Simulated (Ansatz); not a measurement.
**GaAsH₆: up Jacob's ladder to CCSD(T)**

An exercise on one series of results from a longer session: the logs are not shown, and one member is left open.

The runs use Ansatz 0.2.0, Gaussian basis; functionals in def2-TZVPP, the program's frozen cores in correlated methods.

The runs, in order: LDA (SPW92), PBE-D4, revPBE-D4, BLYP-D4, r2SCAN-D4, B97M-V, PBE0-D4, B3LYP-D4, r2SCANh-D4, r2SCAN0-D4, HSE06-D4, BHLYP-D4, CAM-B3LYP-D4, LC-ωPBE, ωB97X-V, ωB97M-V, B2PLYP, PBE-QIDH; CCSD(T)/def2-SVP; CCSD(T)/def2-TZVPP; CCSD(T)/def2-QZVPP; extrapolation to the limit; RPA on PBE.

## The geometry

An earlier PBE0-D4 in a triple-zeta def2 set relaxation fixed the geometry.

SMILES `[GaH3-][AsH3+]`, 8 atoms, charge 0, spin multiplicity 1.

Atoms are counted from 1 here; the program's logs count them from 0.

Bond lengths: Ga1–As2 2.660 Å, Ga1–H3 1.574 Å, Ga1–H4 1.574 Å, Ga1–H5 1.574 Å, As2–H6 1.509 Å, As2–H7 1.509 Å, As2–H8 1.509 Å. Angles: As2–Ga1–H3 96.1°, As2–Ga1–H4 96.0°, As2–Ga1–H5 96.1°, H3–Ga1–H4 118.9°, H3–Ga1–H5 118.9°, H4–Ga1–H5 118.9°, Ga1–As2–H6 120.3°, Ga1–As2–H7 120.4°, Ga1–As2–H8 120.3°, H6–As2–H7 96.8°, H6–As2–H8 96.8°, H7–As2–H8 96.8°.

Set-up of the first run:

File in.yaml:

```yaml
crystal:
  periodic: [false, false, false]
  atoms:
    - {symbol: Ga, position_ang: [-0.484038, 0.147844, -1.471233]}
    - {symbol: As, position_ang: [0.365017, -0.117647, 1.035961]}
    - {symbol: H, position_ang: [0.423185, -0.988130, -2.075548]}
    - {symbol: H, position_ang: [-1.996507, -0.166903, -1.167626]}
    - {symbol: H, position_ang: [-0.038042, 1.648346, -1.639499]}
    - {symbol: H, position_ang: [1.005175, 1.046845, 1.750888]}
    - {symbol: H, position_ang: [1.421059, -1.139309, 1.379416]}
    - {symbol: H, position_ang: [-0.603750, -0.488146, 2.131941]}
basis:
  gaussian: {orbitals: def2-TZVPP}
hamiltonian: {xc: lda}
output: {orbitals: {seedname: orbitals}}
```

On the command line:

```bash
ansatz run in.yaml --threads 2 --pin off --events-out ev --progress --plain --max-ram 32768MiB --backend cpu
```

Among the steps run: LDA; PBE-D4 (GGA); revPBE-D4 (GGA); BLYP-D4 (GGA); r2SCAN-D4 (meta-GGA); B97M-V (meta-GGA); B3LYP-D4 (hybrid); r2SCANh-D4 (hybrid); r2SCAN0-D4 (hybrid); HSE06-D4 (hybrid); BHLYP-D4 (hybrid); CAM-B3LYP-D4 (range-separated); LC-ωPBE (range-separated); ωB97X-V (range-separated); ωB97M-V (range-separated); B2PLYP (double hybrid); PBE-QIDH (double hybrid).

One table of the session follows, with a row left open; its other results are not shown here.

It belongs to the step «Orbital energies across the functionals». 

```
  functional  HOMO (eV)  gap (eV)
 LDA (SPW92)      -6.75      5.34
      PBE-D4      -6.70      5.52
   revPBE-D4      -6.67      5.58
     BLYP-D4      -6.62      5.47
   r2SCAN-D4          ?         ?
      B97M-V      -7.10      6.08
     PBE0-D4      -7.92      7.56
    B3LYP-D4      -7.75      7.09
  r2SCANh-D4      -7.45      6.96
  r2SCAN0-D4      -8.12      8.03
    HSE06-D4      -7.52      6.79
    BHLYP-D4      -9.09      9.48
CAM-B3LYP-D4      -9.32      9.81
     LC-ωPBE     -10.68     12.36
     ωB97X-V     -10.34     11.88
     ωB97M-V     -10.17     11.42
```

Estimate the missing values for r2SCAN-D4.

Worked estimate for «HOMO (eV)». Against the share of exact exchange, r2SCANh-D4 (0.1, -7.45), r2SCAN0-D4 (0.25, -8.12) give a slope of -4.47 per unit share; at 0 the line stands at -7.00.

**Answer.** HOMO (eV): -7.01; gap (eV): 6.22. In «HOMO (eV)» the line misses by +0.01.
